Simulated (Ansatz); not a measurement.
# InAg2: the cost of one run

Computed with Ansatz 0.2.0 (DFT PBE, scalar-relativistic, plane waves, PAW, unless a step's input says otherwise).

## Step 1: Starting point

The structure is hexagonal, space group P6/mmm (No. 191). The conventional cell has a = 3.989 Å, b = 3.989 Å, c = 4.307 Å, α = 90.00°, β = 90.00°, γ = 120.00°. In (site symmetry 6/mmm) has 12 Ag at 3.15 Å as nearest neighbours. Around Ag (site symmetry -6m2) lie 3 Ag at 2.30 Å.

As a file:

```cif
data_structure
_symmetry_space_group_name_H-M 'P 1'
_symmetry_Int_Tables_number 1
_cell_length_a 3.9894
_cell_length_b 3.9894
_cell_length_c 4.3075
_cell_angle_alpha 90.000
_cell_angle_beta 90.000
_cell_angle_gamma 120.000
_cell_volume 59.37
loop_
_atom_site_label
_atom_site_type_symbol
_atom_site_fract_x
_atom_site_fract_y
_atom_site_fract_z
_atom_site_occupancy
In1 In 0.00000 0.00000 0.00000 1
Ag1 Ag 0.33333 0.66667 0.50000 1
Ag2 Ag 0.66667 0.33333 0.50000 1
```

This is candidate A: AlB2 type (P6/mmm, No. 191).

(A quick probe on a coarse mesh, which set the mesh and smearing, is not shown.)

## Step 3: Coarse relaxation (candidate A)

Contents of input.yaml:

```yaml
crystal:
  lattice:
    - [3.9893887906, 0.0, 0.0]
    - [-1.9946943953, 3.4549120382, 0.0]
    - [0.0, 0.0, 4.3074795912]
  atoms:
    - { symbol: In, position: [0.0, 0.0, 0.0] }
    - { symbol: Ag, position: [0.3333333333, 0.6666666667, 0.5] }
    - { symbol: Ag, position: [0.6666666667, 0.3333333333, 0.5] }
basis:
  ecutwfc: 420
kpoints:
  mp_grid: { grid: [6, 6, 4] }
hamiltonian:
  xc: pbe
scf:
  occupations: { method: gaussian, width: 0.1 }
  lower_state_search: "off"
output:
  forces: true
  stress: true
  eigenvalues: true
relax:
  adjacent_minimum: "off"
  f_tol: 0.04
  max_steps: 70
  cell: { stress_tol: 0.4 }
```

Run with:

```sh
$ ansatz run input.yaml --threads 1 --pin off --max-ram 2560MiB --backend cpu --events-out ev --progress --plain --runs-dir out
```

What time and memory should one allow on 1 thread of Arm Neoverse V2, shared host?

About 31 s, with a peak of 0.34 GiB.
